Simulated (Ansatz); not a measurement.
# C2H7BN2: the cost of one run

Program: Ansatz 0.2.0. Level of theory: RKS LDA/STO-3G. These are calculated values, not measurements.

### 1 The structure to begin with

Bond lengths: B1–C2 1.524 Å, C2–C3 1.494 Å, C3–N4 1.385 Å, C3–N5 1.430 Å, B1–H6 1.220 Å, B1–H7 1.210 Å, C2–H8 1.077 Å, C2–H9 1.154 Å, N4–H10 0.986 Å, N5–H11 1.004 Å, N5–H12 1.029 Å. Angles (14 of 16 angles, heavy atoms first): B1–C2–C3 109.6°, C2–C3–N4 119.1°, C2–C3–N5 121.8°, N4–C3–N5 119.1°, B1–C2–H8 110.7°, B1–C2–H9 108.4°, C3–C2–H8 109.1°, C3–C2–H9 112.4°, C2–B1–H6 122.8°, C2–B1–H7 122.8°, C3–N4–H10 119.2°, C3–N5–H11 121.6°, C3–N5–H12 117.5°, H8–C2–H9 106.7°.

As a file:

```xyz
12

B    -1.3164    0.9926    0.7104
C    -0.1346    0.0805    1.0150
C     0.6298   -0.1863   -0.2401
N     1.7646    0.5608   -0.5080
N     0.2571   -1.2312   -1.1424
H    -2.1013    1.3660    1.5663
H    -1.5315    1.4412   -0.3928
H    -0.4731   -0.8551    1.4272
H     0.5143    0.5837    1.8258
H     2.2572    0.4022   -1.3468
H     0.7799   -1.4137   -1.9802
H    -0.5689   -1.7959   -0.9004
```

### 2 Relaxing the start

Input file input.yaml:

```yaml
crystal:
  periodic: [false, false, false]
  atoms:
    - { symbol: B, position_ang: [-1.3164, 0.9926, 0.7104] }
    - { symbol: C, position_ang: [-0.1346, 0.0805, 1.015] }
    - { symbol: C, position_ang: [0.6298, -0.1863, -0.2401] }
    - { symbol: "N", position_ang: [1.7646, 0.5608, -0.508] }
    - { symbol: "N", position_ang: [0.2571, -1.2312, -1.1424] }
    - { symbol: H, position_ang: [-2.1013, 1.366, 1.5663] }
    - { symbol: H, position_ang: [-1.5315, 1.4412, -0.3928] }
    - { symbol: H, position_ang: [-0.4731, -0.8551, 1.4272] }
    - { symbol: H, position_ang: [0.5143, 0.5837, 1.8258] }
    - { symbol: H, position_ang: [2.2572, 0.4022, -1.3468] }
    - { symbol: H, position_ang: [0.7799, -1.4137, -1.9802] }
    - { symbol: H, position_ang: [-0.5689, -1.7959, -0.9004] }
basis:
  gaussian: { orbitals: STO-3G }
hamiltonian:
  xc: lda
relax:
  f_tol: 0.02
  max_steps: 40
scf:
  lower_state_search: "off"
```

Started as:

```
> ansatz run input.yaml --threads 1 --pin off --max-ram 2048MiB --backend cpu --events-out ev --progress --plain --runs-dir out
```

**Question.** How long does this run take on 1 thread of Arm Neoverse N1, shared host, and how much memory does it need?

About 46 s, with a peak of 0.11 GiB.
